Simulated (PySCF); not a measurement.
**C₃H₄FN₃: electronic excitations and core binding energies**

What electronic excitations and core binding energies should C₃H₄FN₃ (`Cn1ncc(F)n1`) show?

Computed with PySCF 2.14.0, with density-fitted response routines of our own, on a single molecule in the gas phase. Atoms count from 0, in the outputs and in this text.

### Step 1. The molecule as given

11 atoms, charge 0, multiplicity 1; geometry from: GFN2-xTB.

Bonds of the start (Å): C0–N1 1.43, N1–N2 1.31, N2–C3 1.33, C3–C4 1.40, C4–F5 1.32, C4–N6 1.32, N6–N1 1.31, C0–H7 1.09, C0–H8 1.09, C0–H9 1.09, C3–H10 1.07.

### Step 2. Ultraviolet spectrum: PBE0/def2-SVPD

The job: settings as JSON, then the geometry in Å.

```
{"job": {"kind": "uv", "xc": "PBE0", "basis": "def2-SVPD", "nstates": 8, "ntriplets": 3}, "charge": 0, "multiplicity": 1}
C     -1.811402    -0.124830     0.149483
N     -0.390206    -0.030548     0.017632
N      0.352923    -1.044235    -0.341391
C      1.598655    -0.590455    -0.333201
C      1.530538     0.750493     0.054249
F      2.523319     1.613319     0.199583
N      0.265803     1.077600     0.269945
H     -2.134503    -1.038485    -0.343464
H     -2.091954    -0.156258     1.203642
H     -2.275904     0.744806    -0.312516
H      2.438154    -1.198737    -0.589925
```

Method: TDDFT PBE0/def2-SVPD, vertical, gas phase, core orbitals frozen in the response.

The run is started by

```bash
OMP_NUM_THREADS=1 python probes_run.py task.json out
```

One launch serves the whole session: the jobs run in the order shown.

Standard output:

```text
coarse grid: 10016 points
cycle   1  E = -380.0049718657  dE =  1.426e+00  |g| = 5.654e-01  |ddm| = 5.287e+00
cycle   2  E = -379.9329450706  dE =  7.203e-02  |g| = 8.539e-01  |ddm| = 1.641e+00
cycle   3  E = -380.0658531976  dE = -1.329e-01  |g| = 1.003e-01  |ddm| = 9.404e-01
cycle   4  E = -380.0671321711  dE = -1.279e-03  |g| = 6.644e-02  |ddm| = 2.545e-01
cycle   5  E = -380.0681413735  dE = -1.009e-03  |g| = 1.027e-02  |ddm| = 1.056e-01
cycle   6  E = -380.0681578818  dE = -1.651e-05  |g| = 4.783e-03  |ddm| = 1.880e-02
cycle   7  E = -380.0681629015  dE = -5.020e-06  |g| = 1.590e-03  |ddm| = 9.441e-03
final grid: 99696 points
cycle   8  E = -380.1106080290  dE = -2.192e-05  |g| = 6.816e-03  |ddm| = 6.714e-02
cycle   9  E = -380.1105938830  dE =  1.415e-05  |g| = 1.049e-02  |ddm| = 3.201e-02
cycle  10  E = -380.1106186108  dE = -2.473e-05  |g| = 1.776e-03  |ddm| = 1.868e-02
cycle  11  E = -380.1106193300  dE = -7.193e-07  |g| = 3.322e-04  |ddm| = 2.936e-03
cycle  12  E = -380.1106193482  dE = -1.819e-08  |g| = 1.023e-04  |ddm| = 4.248e-04
cycle  13  E = -380.1106193500  dE = -1.727e-09  |g| = 2.512e-05  |ddm| = 1.622e-04
cycle  14  E = -380.1106193500  dE = -7.935e-11  |g| = 1.731e-05  |ddm| = 7.736e-05
converged SCF energy = -380.1106193500

Static polarisability (au): isotropic 54.946, principal 37.638 55.316 71.884

Singlet excitations
state   eV       nm        f      main configurations
  1   6.4418    192.5   0.06002   H-2->L 0.66, H->L 0.31
  2   6.4511    192.2   0.12036   H->L 0.62, H-2->L 0.33
  3   7.3150    169.5   0.03176   H->L+1 0.93
  4   7.5635    163.9   0.00825   H-3->L 0.94
  5   7.6115    162.9   0.03655   H-1->L 0.76, H->L+3 0.17
  6   7.8180    158.6   0.00070   H->L+2 0.89
  7   8.2598    150.1   0.00269   H->L+4 0.62, H-1->L+1 0.29
  8   8.3438    148.6   0.00232   H-1->L+1 0.63, H->L+4 0.30

Triplet excitations (Tamm-Dancoff, eV): 4.7516 5.1594 5.5471
```

Wall time 25 s (1 thread of Intel Xeon Platinum 8488C, shared host); peak memory 0.67 GiB.

The orbitals next to the gap, with their largest atomic shares:

```
orbital     eV                      atoms
 HOMO−3  -9.77  N6 35 %, N2 17 %, C4 12 %
 HOMO−2  -8.79   N2 48 %, N6 32 %, C3 6 %
 HOMO−1  -8.72  N6 33 %, N2 30 %, C3 14 %
   HOMO  -7.70  N1 24 %, C4 22 %, C3 21 %
   LUMO  -0.41  N2 28 %, N6 21 %, N1 21 %
 LUMO+1   0.74  C0 37 %, C4 11 %, H8 11 %
 LUMO+2   1.30  C4 28 %, F5 18 %, C3 16 %
```

With each of the 8 states as a Gaussian band of 0.4 eV half-width at 1/e, the curve within the window shown has maxima at 192 nm (ε 7,300), 165 nm (ε 2,800) L/(mol cm). Beyond the last state computed it falls off for lack of states. The curve at chosen wavelengths:

(nm, ε (L/mol/cm)): (143, 99), (146, 189), (148, 258), (151, 425), (154, 790), (157, 1416), (159, 1906), (162, 2521), (165, 2761), (167, 2676), (170, 2306), (173, 1925), (176, 1895), (178, 2210), (181, 3234), (184, 4721), (187, 6203), (189, 6920), (192, 7313), (195, 6829), (197, 6119), (200, 4751), (203, 3344), (206, 2153), (208, 1534), (211, 866)

Ground-state properties from the same run:

```
           property  computed
  dipole moment (D)      1.97
polarisability (Å³)      8.14
 HOMO–LUMO gap (eV)      7.29
      −ε(HOMO) (eV)      7.70
```

### Step 3. Core holes by ΔSCF: SCAN, X2C

The job, as its differences from that of step 2:

```diff
@@ -1,2 +1,2 @@
-{"job": {"kind": "uv", "xc": "PBE0", "basis": "def2-SVPD", "nstates": 8, "ntriplets": 3}, "charge": 0, "multiplicity": 1}
+{"job": {"kind": "xps"}, "charge": 0, "multiplicity": 1}
 C     -1.811402    -0.124830     0.149483
```

Level: delta-SCF UKS SCAN, pcX-2 on the ionised atom, pcseg-1 elsewhere, spin-free X2C.

Standard output:

```text
ground state, core basis on atom 0 (C), 149 functions
  cycle   1  E = -380.71996145  |g| = 5.66e-01
  cycle   2  E = -380.60444259  |g| = 9.57e-01
  cycle   3  E = -380.77516931  |g| = 1.75e-01
  cycle   4  E = -380.78079224  |g| = 8.81e-02
  cycle   5  E = -380.78259667  |g| = 2.30e-02
  cycle   6  E = -380.78270165  |g| = 8.96e-03
  cycle   7  E = -380.78271637  |g| = 4.87e-03
  cycle   8  E = -380.78272188  |g| = 1.28e-03
  cycle   9  E = -380.78272097  |g| = 4.99e-04
  E(ground) = -380.79455354 Eh
hole in C 1s of atom 0
  cycle   1  E = -369.48122847  |g| = 1.50e+00
  cycle   2  E = -367.82506492  |g| = 2.23e+00
  cycle   3  E = -369.68536619  |g| = 8.45e-01
  cycle   4  E = -369.91624675  |g| = 5.11e-01
  cycle   5  E = -370.02008183  |g| = 1.54e-01
  cycle   6  E = -370.02835146  |g| = 7.04e-02
  cycle   7  E = -370.03034527  |g| = 2.13e-02
  cycle   8  E = -370.03051754  |g| = 1.11e-02
  cycle   9  E = -370.03055965  |g| = 6.53e-03
  cycle  10  E = -370.03058071  |g| = 1.43e-03
  cycle  11  E = -370.03058333  |g| = 1.21e-03
  cycle  12  E = -370.03058412  |g| = 3.94e-04
  E(ion) = -370.04127978 Eh   <S^2> = 0.7669   hole on atom = 1.000   binding energy = 292.611 eV
ground state, core basis on atom 1 (N), 149 functions
  cycle   1  E = -380.80152961  |g| = 7.63e-02
  cycle   2  E = -380.80152494  |g| = 2.51e-02
  cycle   3  E = -380.80153372  |g| = 2.48e-02
  cycle   4  E = -380.80166104  |g| = 6.70e-03
  cycle   5  E = -380.80166956  |g| = 1.46e-03
  cycle   6  E = -380.80167084  |g| = 5.81e-04
  cycle   7  E = -380.80167048  |g| = 8.75e-05
  E(ground) = -380.81170264 Eh
hole in N 1s of atom 1
  cycle   1  E = -365.08704562  |g| = 1.88e+00
  cycle   2  E = -363.38497811  |g| = 2.70e+00
  cycle   3  E = -365.52409338  |g| = 7.76e-01
  cycle   4  E = -365.60065518  |g| = 6.27e-01
  cycle   5  E = -365.79271936  |g| = 1.33e-01
  cycle   6  E = -365.79940147  |g| = 3.68e-02
  cycle   7  E = -365.79968554  |g| = 2.57e-02
  cycle   8  E = -365.79994044  |g| = 1.16e-02
  cycle   9  E = -365.80000255  |g| = 4.44e-03
  cycle  10  E = -365.80001280  |g| = 2.81e-03
  cycle  11  E = -365.80001782  |g| = 7.72e-04
  cycle  12  E = -365.80001900  |g| = 4.00e-04
  E(ion) = -365.80888167 Eh   <S^2> = 0.7748   hole on atom = 1.000   binding energy = 408.248 eV
ground state, core basis on atom 2 (N), 149 functions
  cycle   1  E = -380.79702112  |g| = 7.37e-02
  cycle   2  E = -380.79697370  |g| = 2.14e-02
  cycle   3  E = -380.79661363  |g| = 4.36e-02
  cycle   4  E = -380.79707806  |g| = 5.31e-03
  cycle   5  E = -380.79708165  |g| = 1.62e-03
  cycle   6  E = -380.79708422  |g| = 3.11e-04
  E(ground) = -380.80847995 Eh
hole in N 1s of atom 2
  cycle   1  E = -365.16563979  |g| = 1.86e+00
  cycle   2  E = -363.26485018  |g| = 2.75e+00
  cycle   3  E = -365.43521470  |g| = 9.77e-01
  cycle   4  E = -365.72146163  |g| = 5.77e-01
  cycle   5  E = -365.86722464  |g| = 1.61e-01
  cycle   6  E = -365.87184565  |g| = 1.05e-01
  cycle   7  E = -365.87607052  |g| = 4.38e-02
  cycle   8  E = -365.87704224  |g| = 1.33e-02
  cycle   9  E = -365.87711094  |g| = 4.31e-03
  cycle  10  E = -365.87712563  |g| = 1.87e-03
  cycle  11  E = -365.87713247  |g| = 1.06e-03
  cycle  12  E = -365.87713613  |g| = 8.75e-04
  cycle  13  E = -365.87713817  |g| = 5.15e-04
  cycle  14  E = -365.87713928  |g| = 3.51e-04
  E(ion) = -365.88752538 Eh   <S^2> = 0.7758   hole on atom = 1.000   binding energy = 406.020 eV
ground state, core basis on atom 3 (C), 149 functions
  cycle   1  E = -380.78774110  |g| = 5.77e-02
  cycle   2  E = -380.78767690  |g| = 2.34e-02
  cycle   3  E = -380.78760177  |g| = 2.90e-02
  cycle   4  E = -380.78780165  |g| = 6.19e-03
  cycle   5  E = -380.78781037  |g| = 9.75e-04
  cycle   6  E = -380.78781183  |g| = 2.00e-04
  E(ground) = -380.80079384 Eh
hole in C 1s of atom 3
  cycle   1  E = -369.50518031  |g| = 1.52e+00
  cycle   2  E = -368.36300393  |g| = 2.12e+00
  cycle   3  E = -369.83614660  |g| = 7.18e-01
  cycle   4  E = -369.93800692  |g| = 5.48e-01
  cycle   5  E = -370.06529288  |g| = 1.57e-01
  cycle   6  E = -370.07313699  |g| = 6.77e-02
  cycle   7  E = -370.07498238  |g| = 1.90e-02
  cycle   8  E = -370.07513953  |g| = 8.45e-03
  cycle   9  E = -370.07516972  |g| = 3.98e-03
  cycle  10  E = -370.07517956  |g| = 1.35e-03
  cycle  11  E = -370.07518239  |g| = 7.62e-04
  cycle  12  E = -370.07518353  |g| = 5.51e-04
  cycle  13  E = -370.07518398  |g| = 2.29e-04
  E(ion) = -370.08693298 Eh   <S^2> = 0.7741   hole on atom = 1.000   binding energy = 291.539 eV
ground state, core basis on atom 4 (C), 149 functions
  cycle   1  E = -380.79188820  |g| = 5.96e-02
  cycle   2  E = -380.79170052  |g| = 3.54e-02
  cycle   3  E = -380.79152985  |g| = 4.45e-02
  cycle   4  E = -380.79197729  |g| = 7.65e-03
  cycle   5  E = -380.79199082  |g| = 1.18e-03
  cycle   6  E = -380.79198974  |g| = 3.44e-04
  E(ground) = -380.80467929 Eh
hole in C 1s of atom 4
  cycle   1  E = -369.43125689  |g| = 1.52e+00
  cycle   2  E = -366.99172227  |g| = 2.76e+00
  cycle   3  E = -369.64152196  |g| = 8.53e-01
  cycle   4  E = -369.81583969  |g| = 6.35e-01
  cycle   5  E = -369.98514117  |g| = 1.64e-01
  cycle   6  E = -369.99162378  |g| = 1.08e-01
  cycle   7  E = -369.99675246  |g| = 2.44e-02
  cycle   8  E = -369.99699891  |g| = 1.10e-02
  cycle   9  E = -369.99705607  |g| = 5.40e-03
  cycle  10  E = -369.99707888  |g| = 2.39e-03
  cycle  11  E = -369.99709056  |g| = 1.13e-03
  cycle  12  E = -369.99709344  |g| = 1.05e-03
  cycle  13  E = -369.99709488  |g| = 4.04e-04
  E(ion) = -370.00915904 Eh   <S^2> = 0.7823   hole on atom = 1.000   binding energy = 293.761 eV
ground state, core basis on atom 5 (F), 149 functions
  cycle   1  E = -380.82866818  |g| = 1.19e-01
  cycle   2  E = -380.82806274  |g| = 7.57e-02
  cycle   3  E = -380.82820158  |g| = 6.99e-02
  cycle   4  E = -380.82891936  |g| = 7.27e-03
  cycle   5  E = -380.82893298  |g| = 1.33e-03
  cycle   6  E = -380.82893372  |g| = 3.64e-04
  E(ground) = -380.84282136 Eh
hole in F 1s of atom 5
  cycle   1  E = -354.43822511  |g| = 2.58e+00
  cycle   2  E = -352.42927436  |g| = 2.84e+00
  cycle   3  E = -353.79223359  |g| = 1.73e+00
  cycle   4  E = -355.21612108  |g| = 5.24e-01
  cycle   5  E = -355.24532189  |g| = 4.27e-01
  cycle   6  E = -355.32300457  |g| = 1.11e-01
  cycle   7  E = -355.32708710  |g| = 5.61e-02
  cycle   8  E = -355.32858068  |g| = 7.68e-03
  cycle   9  E = -355.32859457  |g| = 5.07e-03
  cycle  10  E = -355.32860606  |g| = 1.02e-03
  cycle  11  E = -355.32860637  |g| = 3.94e-04
  E(ion) = -355.34841790 Eh   <S^2> = 0.7569   hole on atom = 1.000   binding energy = 693.738 eV
ground state, core basis on atom 6 (N), 149 functions
  cycle   1  E = -380.79612320  |g| = 1.11e-01
  cycle   2  E = -380.79391631  |g| = 1.44e-01
  cycle   3  E = -380.79703881  |g| = 3.06e-02
  cycle   4  E = -380.79712531  |g| = 1.91e-02
  cycle   5  E = -380.79720773  |g| = 2.56e-03
  cycle   6  E = -380.79720820  |g| = 9.35e-04
  cycle   7  E = -380.79720878  |g| = 2.53e-04
  E(ground) = -380.80869112 Eh
hole in N 1s of atom 6
  cycle   1  E = -365.16894659  |g| = 1.86e+00
  cycle   2  E = -363.34176234  |g| = 2.74e+00
  cycle   3  E = -365.43865406  |g| = 9.85e-01
  cycle   4  E = -365.71844784  |g| = 6.01e-01
  cycle   5  E = -365.86428726  |g| = 1.86e-01
  cycle   6  E = -365.87178631  |g| = 1.19e-01
  cycle   7  E = -365.87841385  |g| = 3.36e-02
  cycle   8  E = -365.87892390  |g| = 1.16e-02
  cycle   9  E = -365.87897295  |g| = 4.54e-03
  cycle  10  E = -365.87898786  |g| = 1.91e-03
  cycle  11  E = -365.87899352  |g| = 1.27e-03
  cycle  12  E = -365.87899535  |g| = 8.47e-04
  cycle  13  E = -365.87899820  |g| = 4.01e-04
  E(ion) = -365.88939255 Eh   <S^2> = 0.7738   hole on atom = 1.000   binding energy = 405.975 eV
```

It took 77 s on 1 thread of Intel Xeon Platinum 8488C, shared host; peak memory 0.5 GiB.

The holes in one table. −ε is the ground-state orbital energy:

```
     hole  stands for                          environment  ΔSCF (eV)  −ε (eV)   ⟨S²⟩
C1s on C0          C0            methyl carbon bonded to N     292.61    275.2  0.767
N1s on N1          N1           pyrrole-type ring nitrogen     408.25    389.5  0.775
N1s on N2          N2   pyridine-type nitrogen of an azole     406.02    387.2  0.776
C1s on C3          C3  aromatic CH next to a ring nitrogen     291.54    274.7  0.774
C1s on C4          C4     aromatic carbon bearing fluorine     293.76    276.8  0.782
F1s on F5          F5                        aryl fluorine     693.74    667.7  0.757
N1s on N6          N6   pyridine-type nitrogen of an azole     405.97    387.1  0.774
```

### Step 4. Results

| quantity | value |
| --- | --- |
| lowest singlet (PBE0/def2-SVPD) | 6.44 eV (192 nm), f = 0.060 |
| brightest single state of those computed | state 2, 6.45 eV, f = 0.120 |
| lowest triplet | 4.75 eV |
| C1s binding energies, SCAN/pcX-2 | C4 293.76, C0 292.61, C3 291.54 eV |
| N1s binding energies, SCAN/pcX-2 | N1 408.25, N2 406.02, N6 405.97 eV |
| F1s binding energies, SCAN/pcX-2 | F5 693.74 eV |

**Reading.** The first singlet state (HOMO−2→LUMO 0.66, HOMO→LUMO 0.31) lies at 6.44 eV and is bright; of the 8 states computed, the strongest absorption comes from states 1 to 2 together at 6.45 eV. The lowest triplet lies 1.69 eV below the lowest singlet (triplets in Tamm-Dancoff, singlets in full TDDFT). The C1s levels kept as sound span 2.22 eV, from C3 (aromatic CH next to a ring nitrogen) up to C4 (aromatic carbon bearing fluorine). N1 (pyrrole-type ring nitrogen) binds its N1s electron 2.27 eV more tightly than N6 (pyridine-type nitrogen of an azole).
